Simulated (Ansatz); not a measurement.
**H6SSiSn: up Jacob's ladder to CCSD(T)**

An exercise on one series of results from a longer session: the logs are not shown, and one member is left open.

Program: Ansatz 0.2.0, Gaussian basis. Level of theory: functionals in def2-TZVPP, the program's frozen cores in correlated methods. These are calculated values, not measurements.

Levels to be run: LDA (SPW92), PBE-D4, revPBE-D4, BLYP-D4, r2SCAN-D4, B97M-V, PBE0-D4, B3LYP-D4, r2SCANh-D4, r2SCAN0-D4, HSE06-D4, BHLYP-D4, CAM-B3LYP-D4, LC-ωPBE, ωB97X-V, ωB97M-V, B2PLYP, PBE-QIDH; CCSD(T)/def2-SVP; CCSD(T)/def2-TZVPP; MP2/def2-QZVPP; extrapolation to the limit; RPA on PBE.

### The geometry

All runs share one geometry, relaxed beforehand with PBE0-D4 in a triple-zeta def2 set. Sn takes the def2 core potential; no spin-orbit term is included.

SMILES `[SiH3][SnH2][SH]`, 9 atoms, charge 0, spin multiplicity 1.

Atoms are counted from 1 here; the program's logs count them from 0.

Bond lengths: Si1–Sn2 2.560 Å, Si1–H4 1.485 Å, Si1–H5 1.486 Å, Si1–H6 1.485 Å, Sn2–S3 2.414 Å, Sn2–H7 1.710 Å, Sn2–H8 1.710 Å, S3–H9 1.343 Å. Angles: Sn2–Si1–H4 109.5°, Sn2–Si1–H5 109.5°, Sn2–Si1–H6 109.6°, H4–Si1–H5 109.3°, H4–Si1–H6 109.6°, H5–Si1–H6 109.3°, Si1–Sn2–S3 105.4°, Si1–Sn2–H7 113.2°, Si1–Sn2–H8 113.2°, S3–Sn2–H7 108.2°, S3–Sn2–H8 108.2°, H7–Sn2–H8 108.4°, Sn2–S3–H9 94.2°.

The first run:

Contents of in.yaml:

```yaml
crystal:
  periodic: [false, false, false]
  atoms:
    - {symbol: Si, position_ang: [-1.046929, 0.994966, -0.930068]}
    - {symbol: Sn, position_ang: [0.770022, -0.527157, 0.036722]}
    - {symbol: S, position_ang: [0.161693, -0.863703, 2.348884]}
    - {symbol: H, position_ang: [-2.370363, 0.334442, -0.797318]}
    - {symbol: H, position_ang: [-0.767228, 1.251347, -2.367169]}
    - {symbol: H, position_ang: [-1.058480, 2.284640, -0.193936]}
    - {symbol: H, position_ang: [2.330002, 0.172655, -0.008214]}
    - {symbol: H, position_ang: [0.843706, -2.056482, -0.725745]}
    - {symbol: H, position_ang: [1.225877, -1.637111, 2.619944]}
basis:
  gaussian: {orbitals: def2-TZVPP}
hamiltonian: {xc: lda}
output: {orbitals: {seedname: orbitals}}
```

On the command line:

```
> ansatz run in.yaml --threads 2 --pin off --events-out ev --progress --plain --max-ram 4352MiB
```

Steps of the session up to this table: LDA; PBE-D4 (GGA); revPBE-D4 (GGA); BLYP-D4 (GGA); r2SCAN-D4 (meta-GGA); B97M-V (meta-GGA); PBE0-D4 (hybrid); B3LYP-D4 (hybrid); r2SCANh-D4 (hybrid); r2SCAN0-D4 (hybrid); HSE06-D4 (hybrid); BHLYP-D4 (hybrid); CAM-B3LYP-D4 (range-separated); LC-ωPBE (range-separated); ωB97X-V (range-separated); ωB97M-V (range-separated); B2PLYP (double hybrid); PBE-QIDH (double hybrid).

One of the session's tables, all rows but one given; the rest of the session is left out.

It belongs to the step «Frontier levels by functional». 

```
  functional  HOMO (eV)  gap (eV)
 LDA (SPW92)      -6.06      4.28
      PBE-D4      -5.97      4.42
   revPBE-D4      -5.92      4.47
     BLYP-D4      -5.80      4.35
   r2SCAN-D4      -6.24      4.96
      B97M-V          ?         ?
     PBE0-D4      -7.18      6.44
    B3LYP-D4      -6.93      5.97
  r2SCANh-D4      -6.69      5.69
  r2SCAN0-D4      -7.36      6.77
    HSE06-D4      -6.78      5.67
    BHLYP-D4      -8.25      8.32
CAM-B3LYP-D4      -8.49      8.68
     LC-ωPBE      -9.90     11.19
     ωB97X-V      -9.54     10.70
     ωB97M-V      -9.37     10.27
```

Q: Estimate the row for B97M-V from the others.

The run gave: HOMO (eV): -6.37; gap (eV): 5.00. In the column «HOMO (eV)» it lies between r2SCANh-D4 (-6.69) and r2SCAN-D4 (-6.24).
